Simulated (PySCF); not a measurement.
**From one method to the next for BeSe**

Starting from one script, swap the method and compare what comes out for BeSe.

The runs use PySCF 2.14.0; each script names its method and basis.

**1. The system as given**

BeSe: 2 atoms, charge 0, spin multiplicity 1.

Bond lengths: Be1–Se2 1.930 Å.

**2. Base script**

Contents of input.py:

```python
from pyscf import gto, scf, mp

mol = gto.M(
    atom='Be 0 0 0; Se 0 0 1.93',
    basis='pcseg-1',
    charge=0,
    spin=0,
    verbose=3,
)
mf = scf.RHF(mol)
mf.kernel()
mp.MP2(mf).kernel()
mf.dip_moment()
print('orbital energies (hartree):', mf.mo_energy[..., max(0, mol.nelec[1]-3):mol.nelec[0]+3].round(4))
```

Started as:

```bash
OMP_NUM_THREADS=1 python input.py
```

Its log is not repeated here.

It gives: E(SCF) = -2414.122347 Eh, E(MP2) − E(SCF) = -0.15851 Eh, μ = 6.19 D (of the SCF density).

The bond length is a typed value, not an optimised one.

**3. CCSD(T)**

Run 1 changes step after the SCF: mp2 → ccsd(t); frozen orbitals: none → 9.

Contents of input.py:

```python
from pyscf import gto, scf, cc

mol = gto.M(
    atom='Be 0 0 0; Se 0 0 1.93',
    basis='pcseg-1',
    charge=0,
    spin=0,
    verbose=3,
)
mf = scf.RHF(mol)
mf.kernel()
mycc = cc.CCSD(mf, frozen=9)
mycc.kernel()
mycc.ccsd_t()
mf.dip_moment()
print('orbital energies (hartree):', mf.mo_energy[..., max(0, mol.nelec[1]-3):mol.nelec[0]+3].round(4))
```

Started as:

```bash
OMP_NUM_THREADS=1 python input.py
```

**4. CASCI**

Run 2 changes step after the SCF: mp2 → casci; active space: none → 2 electrons in 4 orbitals.

Changes to input.py since step 2:

```diff
@@ -1,2 +1,2 @@
-from pyscf import gto, scf, mp
+from pyscf import gto, scf, mcscf
 
@@ -11,3 +11,5 @@
 mf.kernel()
-mp.MP2(mf).kernel()
+mc = mcscf.CASCI(mf, 4, 2)
+mc.kernel()
+mc.analyze()
 mf.dip_moment()
```

**5. O3lyp (RKS)**

Run 3 changes functional: none (Hartree–Fock) → o3lyp; SCF type: RHF → RKS; step after the SCF: mp2 → analyze.

Contents of input.py:

```python
from pyscf import gto, dft

mol = gto.M(
    atom='Be 0 0 0; Se 0 0 1.93',
    basis='pcseg-1',
    charge=0,
    spin=0,
    verbose=3,
)
mf = dft.RKS(mol, xc='o3lyp')
mf.kernel()
mf.analyze()
print('orbital energies (hartree):', mf.mo_energy[..., max(0, mol.nelec[1]-3):mol.nelec[0]+3].round(4))
```

Q: Predict the outcome of this session. Wanted: for each run, E(SCF); from base; gap; SCF dipole; after the SCF.

The runs gave:

| run | E(SCF) (hartree) | from base (eV) | gap (eV) | SCF dipole (D) | after the SCF |
| --- | --- | --- | --- | --- | --- |
| base | -2414.122347 | 0 | 7.05 | 6.19 | MP2 correlation -4.313 eV |
| CCSD(T) | -2414.122347 | 0.0000 | 7.05 | 6.19 | CCSD(T) correlation -4.586 eV, core frozen |
| CASCI | -2414.122347 | 0.0000 | 7.05 | 6.19 | CASCI correlation -0.118 eV |
| o3lyp (RKS) | -2416.492353 | not comparable | 1.55 | 4.77 | n/a |

**Reading.** Total energies of different functionals can't be compared with each other; differences within one functional can.
